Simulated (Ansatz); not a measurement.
# Cl₂FH₃OSi₂: up Jacob's ladder to CCSD(T)

One table from this session's results is given with a row withheld; the runs are named, their logs left out.

Method: functionals in def2-TZVPP, the program's frozen cores in correlated methods; program: Ansatz 0.2.0, Gaussian basis.

Levels to be run: LDA (SPW92), PBE-D4, revPBE-D4, BLYP-D4, r2SCAN-D4, B97M-V, PBE0-D4, B3LYP-D4, r2SCANh-D4, r2SCAN0-D4, HSE06-D4, BHLYP-D4, CAM-B3LYP-D4, LC-ωPBE, ωB97X-V, ωB97M-V, B2PLYP, PBE-QIDH; CCSD(T)/def2-SVP; CCSD(T)/def2-TZVPP; MP2/def2-QZVPP; extrapolation to the limit; RPA on PBE.

1 further run of the same task is left out (it didn't finish).

## The relaxed structure

All runs share one geometry, relaxed beforehand with PBE0-D4 in a triple-zeta def2 set.

SMILES `O[SiH](F)[SiH](Cl)Cl`, 9 atoms, charge 0, spin multiplicity 1.

Atoms are counted from 1 here; the program's logs count them from 0.

Bond lengths: O1–Si2 1.629 Å, O1–H7 0.960 Å, Si2–F3 1.599 Å, Si2–Si4 2.350 Å, Si2–H8 1.477 Å, Si4–Cl5 2.050 Å, Si4–Cl6 2.062 Å, Si4–H9 1.479 Å. Angles: Si2–O1–H7 118.2°, O1–Si2–F3 111.5°, O1–Si2–Si4 108.5°, O1–Si2–H8 107.0°, F3–Si2–Si4 106.5°, F3–Si2–H8 107.9°, Si4–Si2–H8 115.5°, Si2–Si4–Cl5 109.2°, Si2–Si4–Cl6 105.1°, Si2–Si4–H9 118.1°, Cl5–Si4–Cl6 109.3°, Cl5–Si4–H9 107.7°, Cl6–Si4–H9 107.3°.

The first run:

in.yaml

```yaml
crystal:
  periodic: [false, false, false]
  atoms:
    - {symbol: O, position_ang: [1.839348, -0.673997, -0.452149]}
    - {symbol: Si, position_ang: [0.407935, -1.030778, 0.237934]}
    - {symbol: F, position_ang: [0.558642, -1.259323, 1.813010]}
    - {symbol: Si, position_ang: [-1.031081, 0.807003, -0.036405]}
    - {symbol: Cl, position_ang: [-1.858671, 0.742513, -1.910665]}
    - {symbol: Cl, position_ang: [0.183525, 2.466772, 0.113932]}
    - {symbol: H, position_ang: [2.178855, 0.219081, -0.357169]}
    - {symbol: H, position_ang: [-0.057408, -2.297484, -0.361246]}
    - {symbol: H, position_ang: [-2.132642, 0.979812, 0.935859]}
basis:
  gaussian: {orbitals: def2-TZVPP}
hamiltonian: {xc: lda}
output: {orbitals: {seedname: orbitals}}
```

Steps of the session up to this table: LDA; PBE-D4 (GGA); revPBE-D4 (GGA); BLYP-D4 (GGA); r2SCAN-D4 (meta-GGA); B97M-V (meta-GGA); PBE0-D4 (hybrid); B3LYP-D4 (hybrid); r2SCANh-D4 (hybrid); r2SCAN0-D4 (hybrid); HSE06-D4 (hybrid); BHLYP-D4 (hybrid); CAM-B3LYP-D4 (range-separated); LC-ωPBE (range-separated); ωB97X-V (range-separated); ωB97M-V (range-separated); B2PLYP (double hybrid); PBE-QIDH (double hybrid).

One of the session's tables, all rows but one given; the rest of the session is left out.

It belongs to the step «Orbital energies across the functionals». 

| functional | HOMO (eV) | gap (eV) |
| --- | --- | --- |
| LDA (SPW92) | -7.11 | 5.03 |
| PBE-D4 | -7.00 | 5.19 |
| revPBE-D4 | -6.95 | 5.26 |
| BLYP-D4 | -6.90 | 5.26 |
| r2SCAN-D4 | -7.31 | 5.75 |
| B97M-V | -7.39 | 5.72 |
| PBE0-D4 | -8.27 | 7.29 |
| B3LYP-D4 | -8.08 | 6.93 |
| r2SCANh-D4 | -7.77 | 6.51 |
| r2SCAN0-D4 | ? | ? |
| HSE06-D4 | -7.88 | 6.52 |
| BHLYP-D4 | -9.47 | 9.43 |
| CAM-B3LYP-D4 | -9.60 | 9.69 |
| LC-ωPBE | -10.88 | 12.09 |
| ωB97X-V | -10.56 | 11.66 |
| ωB97M-V | -10.32 | 11.16 |

**Question.** Estimate the row for r2SCAN0-D4.

Worked estimate for «HOMO (eV)». Against the share of exact exchange, r2SCAN-D4 (0, -7.31), r2SCANh-D4 (0.1, -7.77) give a slope of -4.60 per unit share; at 0.25 the line stands at -8.46.

As computed: HOMO (eV): -8.47; gap (eV): 7.63. In «HOMO (eV)» the line misses by +0.01.
